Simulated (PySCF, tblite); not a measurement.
# B2N2H8: dynamics, then NMR shifts on frames

Aim: move B2N2H8 (`[BH2-]1[NH2+][BH2-][NH2+]1`) away from its starting geometry and see how NMR shifts follow the geometry.

Programs: tblite 0.8.0 and PySCF 2.14.0, with density-fitted response routines of our own. Each step states its level of theory. These are calculated values for one molecule in the gas phase, unless marked as measured. Atoms are numbered from 0 throughout.

## (1) The starting structure

12 atoms, charge 0, multiplicity 1; geometry from: GFN2-xTB.

Bonds of the start (Å): B0–N1 1.59, N1–B2 1.59, B2–N3 1.59, N3–B0 1.59, B0–H4 1.19, B0–H5 1.19, N1–H6 1.01, N1–H7 1.01, B2–H8 1.19, B2–H9 1.19, N3–H10 1.01, N3–H11 1.01.

## (2) Thermal motion with GFN2-xTB

The job: settings as JSON, then the geometry in Å.

```
{"job": {"kind": "md", "xc": "GFN2-xTB", "basis": "xTB", "temperature": 600, "steps": 2000, "every": 50, "frames": 5}, "charge": 0, "multiplicity": 1}
B      0.383030     0.810254    -0.652047
N      1.066403    -0.259617     0.302013
B     -0.382444    -0.810034     0.648180
N     -1.066185     0.259371    -0.307024
H      0.541997     1.920992    -0.262633
H      0.666180     0.636717    -1.792409
H      1.672764    -0.920658    -0.164117
H      1.572922     0.129757     1.085450
H     -0.542149    -1.921349     0.260200
H     -0.665989    -0.634999     1.788357
H     -1.571660    -0.130850    -1.090830
H     -1.673672     0.919731     0.158832
```

Method: GFN2-xTB Langevin dynamics, gas phase.

Command:

```
OMP_NUM_THREADS=1 python probes_run.py task.json out
```

The driver reads the jobs from task.json and runs them one after another.

Standard output:

```text
t/fs     T/K      E/eV
    0.0   523.0   -339.13965
   25.0   504.0   -338.70454
   50.0   594.3   -338.65751
   75.0   548.0   -338.48604
  100.0   416.6   -338.56298
  125.0   461.7   -338.66142
  150.0   413.4   -338.36381
  175.0   479.6   -338.42412
  200.0   614.3   -338.42008
  225.0   788.9   -338.44181
  250.0   546.4   -338.15697
  275.0   703.4   -338.23594
  300.0   764.4   -338.34972
  325.0   792.7   -338.26549
  350.0   593.4   -338.44308
  375.0   430.2   -338.46237
  400.0   497.7   -338.10480
  425.0   666.5   -338.50775
  450.0   712.0   -338.44449
  475.0   543.2   -338.50437
  500.0   432.4   -338.31105
  525.0   708.0   -338.72869
  550.0   473.3   -338.44071
  575.0   438.3   -338.51076
  600.0   319.9   -338.28314
  625.0   258.0   -338.33737
  650.0   400.6   -338.39632
  675.0   519.7   -338.53866
  700.0   590.0   -338.41175
  725.0   460.5   -338.32517
  750.0   387.1   -338.45623
  775.0   426.0   -338.50813
  800.0   578.9   -338.61440
  825.0   524.5   -338.52150
  850.0   428.1   -338.40456
  875.0   489.8   -338.62976
  900.0   488.7   -338.69605
  925.0   641.3   -338.85260
  950.0   579.4   -338.35144
  975.0   562.1   -338.72139
 1000.0   460.9   -338.48678
```

Wall time 17 s (1 thread of Intel Xeon at 2.50GHz, shared host); peak memory 0.18 GiB.

Distance from the start (root mean square after alignment): 0 fs 0.00 Å, 200 fs 0.13 Å, 400 fs 0.30 Å, 600 fs 0.56 Å, 800 fs 0.12 Å, 1000 fs 0.24 Å.

Positions (Å) and forces (eV/Å) at 1000 fs:

```xyz
12

B    -1.063   -0.410    2.191    0.183   -1.066    1.344
N    -0.458   -0.330    0.661   -0.878   -0.748    1.554
B    -0.649   -1.938    0.612   -1.063   -0.118   -1.303
N    -1.480   -1.935    1.915   -0.227    0.662   -0.097
H    -0.299   -0.543    3.181    0.043    0.635   -1.326
H    -2.003    0.234    2.609    0.355    0.045   -0.981
H    -1.075    0.189    0.062    0.139    0.169   -0.227
H     0.480    0.008    0.666    0.451    0.276   -0.344
H    -1.361   -2.435   -0.355    1.033    0.922    0.905
H     0.313   -2.536    0.860    0.772   -0.062   -0.395
H    -2.463   -2.043    1.761   -0.338   -0.366    0.280
H    -1.071   -2.596    2.539   -0.471   -0.348    0.590
```

## (3) Nuclear shieldings: 250 fs, PBE0/pcSseg-1

The job: settings as JSON, then the geometry in Å.

```
{"job": {"kind": "nmr", "xc": "PBE0", "basis": "pcSseg-1", "pop": false}, "charge": 0, "multiplicity": 1}
B     -1.042100     1.321000    -0.224100
N      0.374700     0.574100     0.477100
B     -0.690500    -0.488400     1.097000
N     -1.889700     0.014200     0.210100
H     -1.435400     2.261600     0.306600
H     -1.042200     1.437900    -1.360400
H      1.001000     0.460300    -0.354300
H      0.804700     1.155100     1.106400
H     -0.650700    -1.710200     1.022000
H     -0.849200     0.127200     2.183100
H     -2.326100    -0.666400    -0.412200
H     -2.771800     0.294100     0.722100
```

Level: GIAO PBE0/pcSseg-1 NMR shielding, non-relativistic, gas phase.

Standard output:

```text
coarse grid: 9256 points
cycle   1  E = -163.7884953589  dE =  1.750e-01  |g| = 3.504e-01  |ddm| = 2.754e+00
cycle   2  E = -163.7949773198  dE = -6.482e-03  |g| = 3.605e-01  |ddm| = 6.928e-01
cycle   3  E = -163.8260889772  dE = -3.111e-02  |g| = 5.897e-02  |ddm| = 3.425e-01
cycle   4  E = -163.8267986775  dE = -7.097e-04  |g| = 2.171e-02  |ddm| = 5.969e-02
cycle   5  E = -163.8269038153  dE = -1.051e-04  |g| = 2.443e-03  |ddm| = 1.475e-02
cycle   6  E = -163.8269051502  dE = -1.335e-06  |g| = 8.857e-04  |ddm| = 3.176e-03
final grid: 87376 points
cycle   7  E = -163.8417275952  dE = -4.126e-05  |g| = 7.462e-03  |ddm| = 2.360e-02
cycle   8  E = -163.8417207685  dE =  6.827e-06  |g| = 9.624e-03  |ddm| = 1.438e-02
cycle   9  E = -163.8417415383  dE = -2.077e-05  |g| = 8.070e-04  |ddm| = 7.321e-03
cycle  10  E = -163.8417416993  dE = -1.610e-07  |g| = 1.623e-04  |ddm| = 6.700e-04
cycle  11  E = -163.8417417049  dE = -5.571e-09  |g| = 2.202e-05  |ddm| = 1.264e-04
cycle  12  E = -163.8417417050  dE = -8.077e-11  |g| = 1.185e-05  |ddm| = 2.822e-05
converged SCF energy = -163.8417417050

GIAO shielding tensors (ppm)
atom      isotropic    diamagn.    paramagn.     s11        s22        s33       span
  0 B      106.091     187.796     -81.705     91.268     96.838    130.167     38.899
  1 N      243.149     317.389     -74.240    220.507    253.025    255.916     35.410
  2 B      112.022     184.924     -72.902     93.188    118.431    124.445     31.257
  3 N      229.056     314.497     -85.441    203.848    238.545    244.775     40.928
  4 H       28.207      30.649      -2.443     25.383     28.952     30.284      4.901
  5 H       28.553      30.495      -1.942     25.316     29.128     31.214      5.898
  6 H       28.911      30.792      -1.881     22.490     25.699     38.543     16.053
  7 H       31.741      33.514      -1.773     24.633     28.032     42.556     17.923
  8 H       27.510      27.650      -0.141     23.652     27.290     31.587      7.935
  9 H       27.025      28.587      -1.562     23.234     27.375     30.467      7.234
 10 H       29.979      30.445      -0.465     24.251     26.644     39.042     14.791
 11 H       28.764      27.243       1.521     21.870     26.306     38.115     16.245
```

It took 13 s on 1 thread of Intel Xeon at 2.50GHz, shared host; peak memory 0.52 GiB.

The references, computed at this level on geometries of the same kind, shield at (ppm): 1H TMS 31.72, 15N NH3 267.7, 11B BF3·OEt2 100.1. Their shielding less the atom's gives the shift. The references are single molecules in the gas phase, so shifts against H2O, NH3, PH3, H3PO4 or CFCl3 are not on the usual liquid scales and can be off by tens of ppm. Each atom is listed at this fixed geometry, with no averaging over motion; a spectrum would average atoms that exchange fast.

| atoms | environment | σ (ppm) | δ (ppm) |
| --- | --- | --- | --- |
| H9 | hydrogen on a boron bonded to 2 N, in a 4-membered ring | 27.03 | 4.69 |
| H8 | hydrogen on a boron bonded to 2 N, in a 4-membered ring | 27.51 | 4.21 |
| H4 | hydrogen on a boron bonded to 2 N, in a 4-membered ring | 28.21 | 3.51 |
| H5 | hydrogen on a boron bonded to 2 N, in a 4-membered ring | 28.55 | 3.16 |
| H11 | hydrogen on a donor nitrogen of a Lewis adduct | 28.76 | 2.95 |
| H6 | hydrogen on a donor nitrogen of a Lewis adduct | 28.91 | 2.81 |
| H10 | hydrogen on a donor nitrogen of a Lewis adduct | 29.98 | 1.74 |
| H7 | hydrogen on a donor nitrogen of a Lewis adduct | 31.74 | -0.02 |
| B0 | boron bonded to 2 N, 2 H, in a 4-membered ring | 106.1 | -6.0 |
| B2 | boron bonded to 2 N, 2 H, in a 4-membered ring | 112.0 | -12.0 |
| N3 | donor nitrogen of a Lewis adduct | 229.1 | 38.7 |
| N1 | donor nitrogen of a Lewis adduct | 243.1 | 24.6 |

Ring of atoms B0, N1, B2, N3: NICS(0) -4.3, NICS(1) -0.2, NICS(1)zz 2.5 ppm (means of both faces). The ring holds saturated atoms, so no π current runs round it: these values come from its σ bonds, any local π bonds and neighbouring rings, and say nothing of aromaticity.

## (4) Nuclear shieldings: 425 fs, PBE0/pcSseg-1

The job: settings as JSON, then the geometry in Å.

```
{"job": {"kind": "nmr", "xc": "PBE0", "basis": "pcSseg-1", "pop": false}, "charge": 0, "multiplicity": 1}
B     -1.550600     0.820100     0.505300
N     -0.138200     0.368700     1.259800
B     -0.708600    -1.082300     1.372500
N     -2.054900    -0.671700     0.687200
H     -2.160500     1.697100     1.045000
H     -1.222700     1.005100    -0.596800
H      0.749500     0.379800     0.634100
H      0.180500     0.521200     2.167700
H     -0.124700    -1.938200     0.679400
H     -0.768800    -1.542300     2.467000
H     -2.257100    -1.146500    -0.240400
H     -2.901500    -0.646400     1.306100
```

Level: GIAO PBE0/pcSseg-1 NMR shielding, non-relativistic, gas phase.

Standard output:

```text
coarse grid: 9256 points
cycle   1  E = -163.7983666882  dE =  2.456e-01  |g| = 3.666e-01  |ddm| = 2.757e+00
cycle   2  E = -163.8059942558  dE = -7.628e-03  |g| = 3.743e-01  |ddm| = 7.244e-01
cycle   3  E = -163.8400358908  dE = -3.404e-02  |g| = 6.539e-02  |ddm| = 3.568e-01
cycle   4  E = -163.8409336374  dE = -8.977e-04  |g| = 2.104e-02  |ddm| = 6.432e-02
cycle   5  E = -163.8410297430  dE = -9.611e-05  |g| = 2.356e-03  |ddm| = 1.398e-02
cycle   6  E = -163.8410311601  dE = -1.417e-06  |g| = 3.954e-04  |ddm| = 3.239e-03
final grid: 87376 points
cycle   7  E = -163.8538235177  dE = -4.317e-05  |g| = 8.084e-03  |ddm| = 2.162e-02
cycle   8  E = -163.8538130131  dE =  1.050e-05  |g| = 1.089e-02  |ddm| = 1.523e-02
cycle   9  E = -163.8538390960  dE = -2.608e-05  |g| = 6.954e-04  |ddm| = 8.130e-03
cycle  10  E = -163.8538392181  dE = -1.221e-07  |g| = 1.369e-04  |ddm| = 5.937e-04
cycle  11  E = -163.8538392222  dE = -4.117e-09  |g| = 1.963e-05  |ddm| = 1.049e-04
cycle  12  E = -163.8538392223  dE = -7.367e-11  |g| = 7.307e-06  |ddm| = 2.260e-05
converged SCF energy = -163.8538392223

GIAO shielding tensors (ppm)
atom      isotropic    diamagn.    paramagn.     s11        s22        s33       span
  0 B      108.893     191.917     -83.024     93.862    104.330    128.487     34.625
  1 N      237.235     317.251     -80.016    221.082    226.062    264.560     43.478
  2 B      113.874     189.897     -76.022     99.384    108.045    134.194     34.810
  3 N      226.887     317.948     -91.061    214.935    225.569    240.157     25.223
  4 H       27.831      29.774      -1.943     24.864     28.079     30.549      5.685
  5 H       28.215      31.368      -3.153     24.883     28.785     30.979      6.096
  6 H       27.598      30.251      -2.653     21.806     24.202     36.785     14.978
  7 H       30.298      32.136      -1.838     23.281     27.805     39.809     16.528
  8 H       27.519      29.882      -2.362     24.798     27.710     30.050      5.251
  9 H       28.234      30.488      -2.255     25.614     28.644     30.443      4.829
 10 H       27.522      28.431      -0.908     21.985     24.154     36.429     14.444
 11 H       27.839      26.337       1.502     22.564     24.465     36.490     13.926
```

Run time: 13 s. Hardware: 1 thread of Intel Xeon at 2.50GHz, shared host; peak memory 0.54 GiB.

Key values: δ B0 -8.8, B2 -13.8, N3 40.8, N1 30.5, H8 4.20, H10 4.19 ppm.

## (5) Nuclear shieldings: 625 fs, PBE0/pcSseg-1

The job: settings as JSON, then the geometry in Å.

```
{"job": {"kind": "nmr", "xc": "PBE0", "basis": "pcSseg-1", "pop": false}, "charge": 0, "multiplicity": 1}
B     -1.478300     0.093000     0.779900
N     -0.007200    -0.337300     1.224500
B     -0.510600    -1.867900     1.223400
N     -2.044400    -1.248400     1.440600
H     -1.818800     1.065400     1.434800
H     -1.589600     0.284600    -0.354100
H      0.494900    -0.065600     0.399200
H      0.502000     0.013900     2.120000
H     -0.220000    -2.229100     0.051400
H     -0.293200    -2.428300     2.270100
H     -2.859900    -1.699400     1.061800
H     -2.240100    -0.966500     2.390900
```

Level: GIAO PBE0/pcSseg-1 NMR shielding, non-relativistic, gas phase.

Standard output:

```text
coarse grid: 9256 points
cycle   1  E = -163.7929499784  dE =  2.106e-01  |g| = 3.582e-01  |ddm| = 2.748e+00
cycle   2  E = -163.7977596724  dE = -4.810e-03  |g| = 3.758e-01  |ddm| = 7.140e-01
cycle   3  E = -163.8315650531  dE = -3.381e-02  |g| = 5.845e-02  |ddm| = 3.686e-01
cycle   4  E = -163.8322510269  dE = -6.860e-04  |g| = 2.225e-02  |ddm| = 6.172e-02
cycle   5  E = -163.8323620487  dE = -1.110e-04  |g| = 2.063e-03  |ddm| = 1.545e-02
cycle   6  E = -163.8323631329  dE = -1.084e-06  |g| = 4.567e-04  |ddm| = 3.108e-03
final grid: 87376 points
cycle   7  E = -163.8463133203  dE = -4.282e-05  |g| = 7.800e-03  |ddm| = 2.198e-02
cycle   8  E = -163.8463046147  dE =  8.706e-06  |g| = 1.030e-02  |ddm| = 1.536e-02
cycle   9  E = -163.8463280414  dE = -2.343e-05  |g| = 7.558e-04  |ddm| = 8.153e-03
cycle  10  E = -163.8463281848  dE = -1.434e-07  |g| = 1.452e-04  |ddm| = 6.504e-04
cycle  11  E = -163.8463281894  dE = -4.596e-09  |g| = 2.064e-05  |ddm| = 1.128e-04
cycle  12  E = -163.8463281895  dE = -8.203e-11  |g| = 1.035e-05  |ddm| = 2.812e-05
converged SCF energy = -163.8463281895

GIAO shielding tensors (ppm)
atom      isotropic    diamagn.    paramagn.     s11        s22        s33       span
  0 B      112.611     190.088     -77.478     98.516    108.043    131.273     32.757
  1 N      225.021     320.914     -95.893    209.173    215.672    250.219     41.046
  2 B      108.008     191.136     -83.128     91.640    109.870    122.513     30.873
  3 N      229.359     320.852     -91.493    198.860    224.213    265.004     66.144
  4 H       27.998      30.979      -2.981     24.654     27.604     31.736      7.082
  5 H       28.352      31.124      -2.772     25.981     28.716     30.360      4.380
  6 H       28.987      34.789      -5.803     21.853     26.941     38.165     16.312
  7 H       27.756      29.594      -1.838     22.473     24.780     36.017     13.544
  8 H       26.613      27.929      -1.316     23.522     26.332     29.986      6.464
  9 H       27.458      29.174      -1.716     23.450     26.966     31.958      8.508
 10 H       30.801      29.856       0.945     24.256     26.923     41.224     16.967
 11 H       29.391      29.880      -0.490     23.305     27.175     37.692     14.387
```

Run time: 14 s. Hardware: 1 thread of Intel Xeon at 2.50GHz, shared host; peak memory 0.54 GiB.

Key values: δ B2 -7.9, B0 -12.5, N1 42.7, N3 38.4, H8 5.10, H9 4.26 ppm.

## (6) Shielding tensors: 800 fs, PBE0/pcSseg-1

The job: settings as JSON, then the geometry in Å.

```
{"job": {"kind": "nmr", "xc": "PBE0", "basis": "pcSseg-1", "pop": false}, "charge": 0, "multiplicity": 1}
B     -1.281400     0.477500     0.962600
N     -0.049400    -0.420900     0.324900
B     -0.813400    -1.644800     0.924000
N     -1.967200    -0.771300     1.566800
H     -0.843300     1.226600     1.797200
H     -1.738500     0.986300    -0.011500
H      0.212800    -0.588900    -0.592900
H      0.750400    -0.270300     0.984500
H     -1.258700    -2.298000     0.012900
H     -0.136000    -2.233900     1.789300
H     -2.914800    -1.034400     1.147800
H     -2.038100    -0.801900     2.537400
```

Level: GIAO PBE0/pcSseg-1 NMR shielding, non-relativistic, gas phase.

Standard output:

```text
coarse grid: 9256 points
cycle   1  E = -163.8012027618  dE =  3.291e-01  |g| = 3.724e-01  |ddm| = 2.779e+00
cycle   2  E = -163.8072272257  dE = -6.024e-03  |g| = 3.857e-01  |ddm| = 7.304e-01
cycle   3  E = -163.8425033287  dE = -3.528e-02  |g| = 5.754e-02  |ddm| = 3.634e-01
cycle   4  E = -163.8431894096  dE = -6.861e-04  |g| = 1.968e-02  |ddm| = 6.063e-02
cycle   5  E = -163.8432752482  dE = -8.584e-05  |g| = 2.496e-03  |ddm| = 1.382e-02
cycle   6  E = -163.8432766714  dE = -1.423e-06  |g| = 8.360e-04  |ddm| = 3.361e-03
final grid: 87376 points
cycle   7  E = -163.8569391544  dE = -3.726e-05  |g| = 8.463e-03  |ddm| = 2.177e-02
cycle   8  E = -163.8569296049  dE =  9.549e-06  |g| = 1.096e-02  |ddm| = 1.544e-02
cycle   9  E = -163.8569556664  dE = -2.606e-05  |g| = 6.175e-04  |ddm| = 8.168e-03
cycle  10  E = -163.8569557607  dE = -9.430e-08  |g| = 1.280e-04  |ddm| = 5.327e-04
cycle  11  E = -163.8569557644  dE = -3.647e-09  |g| = 1.787e-05  |ddm| = 1.073e-04
cycle  12  E = -163.8569557644  dE = -6.429e-11  |g| = 6.418e-06  |ddm| = 1.994e-05
converged SCF energy = -163.8569557644

GIAO shielding tensors (ppm)
atom      isotropic    diamagn.    paramagn.     s11        s22        s33       span
  0 B      111.855     191.644     -79.789     93.363    112.744    129.456     36.093
  1 N      249.263     316.864     -67.601    235.176    241.008    271.604     36.428
  2 B      113.834     190.835     -77.001     97.360    117.076    127.065     29.705
  3 N      240.455     318.005     -77.550    224.809    230.849    265.707     40.898
  4 H       27.880      30.662      -2.782     24.241     28.437     30.963      6.722
  5 H       27.631      30.243      -2.612     23.884     27.941     31.067      7.184
  6 H       31.447      34.733      -3.285     24.804     28.065     41.473     16.669
  7 H       27.743      31.298      -3.554     21.530     24.663     37.037     15.507
  8 H       27.986      30.045      -2.059     24.248     28.702     31.008      6.760
  9 H       27.459      28.970      -1.512     23.741     27.784     30.851      7.110
 10 H       27.701      26.443       1.258     21.339     24.697     37.066     15.727
 11 H       30.926      30.239       0.687     24.789     27.243     40.745     15.956
```

Wall time 13 s (1 thread of Intel Xeon at 2.50GHz, shared host); peak memory 0.53 GiB.

Key values: δ B0 -11.8, B2 -13.8, N3 27.3, N1 18.5, H9 4.26, H5 4.09 ppm.

## (7) NMR shieldings: 1000 fs, PBE0/pcSseg-1

The job: settings as JSON, then the geometry in Å.

```
{"job": {"kind": "nmr", "xc": "PBE0", "basis": "pcSseg-1", "pop": false}, "charge": 0, "multiplicity": 1}
B     -1.063100    -0.410200     2.190800
N     -0.457700    -0.329600     0.661400
B     -0.649500    -1.937700     0.612100
N     -1.479500    -1.935200     1.914900
H     -0.298800    -0.543400     3.181000
H     -2.003500     0.233800     2.609300
H     -1.075500     0.189400     0.062100
H      0.479900     0.008200     0.666200
H     -1.361100    -2.434700    -0.354600
H      0.313200    -2.536000     0.859900
H     -2.463000    -2.043500     1.761200
H     -1.070500    -2.596500     2.539200
```

Level: GIAO PBE0/pcSseg-1 NMR shielding, non-relativistic, gas phase.

Standard output:

```text
coarse grid: 9256 points
cycle   1  E = -163.8021069528  dE =  2.758e-01  |g| = 3.567e-01  |ddm| = 2.759e+00
cycle   2  E = -163.8097389077  dE = -7.632e-03  |g| = 3.568e-01  |ddm| = 6.919e-01
cycle   3  E = -163.8396485558  dE = -2.991e-02  |g| = 5.720e-02  |ddm| = 3.366e-01
cycle   4  E = -163.8403402899  dE = -6.917e-04  |g| = 1.816e-02  |ddm| = 5.671e-02
cycle   5  E = -163.8404145854  dE = -7.430e-05  |g| = 2.792e-03  |ddm| = 1.345e-02
cycle   6  E = -163.8404165100  dE = -1.925e-06  |g| = 4.917e-04  |ddm| = 3.413e-03
final grid: 87376 points
cycle   7  E = -163.8531796451  dE = -3.659e-05  |g| = 7.607e-03  |ddm| = 2.048e-02
cycle   8  E = -163.8531721785  dE =  7.467e-06  |g| = 9.820e-03  |ddm| = 1.355e-02
cycle   9  E = -163.8531931326  dE = -2.095e-05  |g| = 5.759e-04  |ddm| = 7.367e-03
cycle  10  E = -163.8531932156  dE = -8.295e-08  |g| = 1.263e-04  |ddm| = 5.238e-04
cycle  11  E = -163.8531932192  dE = -3.661e-09  |g| = 2.036e-05  |ddm| = 1.022e-04
cycle  12  E = -163.8531932193  dE = -7.373e-11  |g| = 1.184e-05  |ddm| = 2.494e-05
converged SCF energy = -163.8531932193

GIAO shielding tensors (ppm)
atom      isotropic    diamagn.    paramagn.     s11        s22        s33       span
  0 B      110.789     181.994     -71.205     96.059    104.100    132.207     36.148
  1 N      243.725     315.798     -72.073    231.496    244.387    255.294     23.798
  2 B      113.140     185.101     -71.961     98.342    112.781    128.298     29.957
  3 N      236.896     320.602     -83.706    225.042    235.965    249.680     24.638
  4 H       26.908      27.845      -0.937     24.221     27.047     29.454      5.233
  5 H       27.620      27.664      -0.044     25.128     27.604     30.127      4.999
  6 H       29.483      32.363      -2.879     23.696     25.532     39.222     15.526
  7 H       29.847      32.814      -2.968     23.149     26.038     40.354     17.205
  8 H       27.049      27.871      -0.822     23.762     26.839     30.545      6.784
  9 H       28.459      30.853      -2.394     25.284     29.060     31.032      5.748
 10 H       29.497      29.022       0.476     24.667     25.415     38.410     13.744
 11 H       29.404      28.972       0.432     23.118     26.058     39.037     15.919
```

Wall time 15 s (1 thread of Intel Xeon at 2.50GHz, shared host); peak memory 0.54 GiB.

This run: δ B0 -10.7, B2 -13.1, N3 30.8, N1 24.0, H4 4.81, H8 4.67 ppm.

## (8) Comparing the runs: NMR shifts

Shifts (ppm) of some atoms, chosen among heavy atoms and hydrogens apart, with basis size and wall time:

| frame | H6 | H10 | H7 | B0 | B2 | N3 | N1 | functions | time |
| --- | --- | --- | --- | --- | --- | --- | --- | --- | --- |
| 250 fs | 2.81 | 1.74 | -0.02 | -6.0 | -12.0 | 38.7 | 24.6 | 108 | 13 s |
| 425 fs | 4.12 | 4.19 | 1.42 | -8.8 | -13.8 | 40.8 | 30.5 | 108 | 13 s |
| 625 fs | 2.73 | 0.92 | 3.96 | -12.5 | -7.9 | 38.4 | 42.7 | 108 | 14 s |
| 800 fs | 0.27 | 4.02 | 3.97 | -11.8 | -13.8 | 27.3 | 18.5 | 108 | 13 s |
| 1000 fs | 2.23 | 2.22 | 1.87 | -10.7 | -13.1 | 30.8 | 24.0 | 108 | 15 s |

## (9) Outcome

| quantity | value |
| --- | --- |
| thermostat | 600 K |
| mean temperature, second half | 484 K |
| mean potential energy above the minimum | 0.64 eV |
| 1H shifts against TMS (PBE0/pcSseg-1, 250 fs) | 4.69, 4.21, 3.51, 3.16, 2.95, 2.81, 1.74, -0.02 ppm |
| 11B shifts against BF3·OEt2 (PBE0/pcSseg-1, 250 fs) | -6.0, -12.0 ppm |
| 15N shifts against NH3 (PBE0/pcSseg-1, 250 fs) | 38.7, 24.6 ppm |
| range of the shift of N1 | 18.5 to 42.7 ppm |

**Reading.** In the second half the potential energy averages 0.64 eV above the minimum; equipartition over 30 harmonic modes at 600 K would give 0.78 eV. With 12 atoms the temperature swings widely (258 to 793 K). Shifts at one fixed geometry are not the observed spectrum, which averages over the motion. In ppm, N1 moves most: its shift spreads over 24.2 ppm, from 18.5 (800 fs) to 42.7 (625 fs).
